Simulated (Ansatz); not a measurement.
# C6H3ClTi: basis-set convergence

One table from this session's results is given with a row withheld; the runs are named, their logs left out.

The runs use Ansatz 0.2.0, Gaussian basis; one geometry, several basis sets.

The runs, in order: PBE0-D4/def2-SVP; ωB97M-V/def2-SVP; PBE0-D4/def2-QZVPP; ωB97M-V/def2-QZVPP; the functionals' def2-TZVPP values are taken from earlier runs.

### The relaxed structure

All runs share one geometry, relaxed beforehand with PBE0-D4 in a triple-zeta def2 set.

SMILES `C#[C][Ti]([Cl])([C]#C)[C]#C`, 11 atoms, charge 0, spin multiplicity 1.

Atoms are counted from 1 here; the program's logs count them from 0.

Bond lengths: C1–C2 1.216 Å, C1–H9 1.067 Å, C2–Ti3 2.003 Å, Ti3–Cl4 2.170 Å, Ti3–C5 2.003 Å, Ti3–C7 2.003 Å, C5–C6 1.216 Å, C6–H10 1.067 Å, C7–C8 1.216 Å, C8–H11 1.067 Å. Angles: C2–C1–H9 179.8°, C1–C2–Ti3 179.3°, C2–Ti3–Cl4 110.7°, C2–Ti3–C5 108.2°, C2–Ti3–C7 108.3°, Cl4–Ti3–C5 110.6°, Cl4–Ti3–C7 110.6°, C5–Ti3–C7 108.3°, Ti3–C5–C6 179.5°, C5–C6–H10 179.8°, Ti3–C7–C8 179.5°, C7–C8–H11 179.8°.

The first run:

Input file in.yaml:

```yaml
crystal:
  periodic: [false, false, false]
  atoms:
    - {symbol: C, position_ang: [-0.834860, 0.250309, 2.906492]}
    - {symbol: C, position_ang: [-0.774617, 0.182027, 1.693864]}
    - {symbol: Ti, position_ang: [-0.650026, 0.066943, -0.301775]}
    - {symbol: Cl, position_ang: [-2.610621, 0.284435, -1.205166]}
    - {symbol: C, position_ang: [0.583603, 1.511063, -0.937387]}
    - {symbol: C, position_ang: [1.339303, 2.386208, -1.313954]}
    - {symbol: C, position_ang: [0.154420, -1.703956, -0.779521]}
    - {symbol: C, position_ang: [0.650291, -2.777707, -1.062257]}
    - {symbol: H, position_ang: [-0.884853, 0.310334, 3.970929]}
    - {symbol: H, position_ang: [2.005172, 3.152959, -1.642345]}
    - {symbol: H, position_ang: [1.087587, -3.719714, -1.308278]}
basis:
  gaussian: {orbitals: def2-SVP}
hamiltonian: {xc: pbe0, dispersion: d4}
output: {orbitals: {seedname: orbitals}}
```

Started as:

```sh
> ansatz run in.yaml --threads 4 --pin off --events-out ev --progress --plain --max-ram 11315MiB
```

Among the steps run: PBE0-D4 in def2-SVP; ωB97M-V in def2-SVP; PBE0-D4 in def2-QZVPP; ωB97M-V in def2-QZVPP.

One table of the session follows, with a row left open; its other results are not shown here.

It belongs to the step «Functionals by basis». 

```
functional       basis  HOMO (eV)  LUMO (eV)
   PBE0-D4    def2-SVP      -8.23      -3.40
   PBE0-D4  def2-TZVPP      -8.28      -3.42
   PBE0-D4  def2-QZVPP      -8.30      -3.43
   ωB97M-V    def2-SVP     -10.38      -1.31
   ωB97M-V  def2-TZVPP     -10.46      -1.38
   ωB97M-V  def2-QZVPP          ?          ?
```

Q: Estimate the row for ωB97M-V, def2-QZVPP from the others.

As computed: HOMO (eV): -10.47; LUMO (eV): -1.41. In the column «HOMO (eV)» it is the lowest.
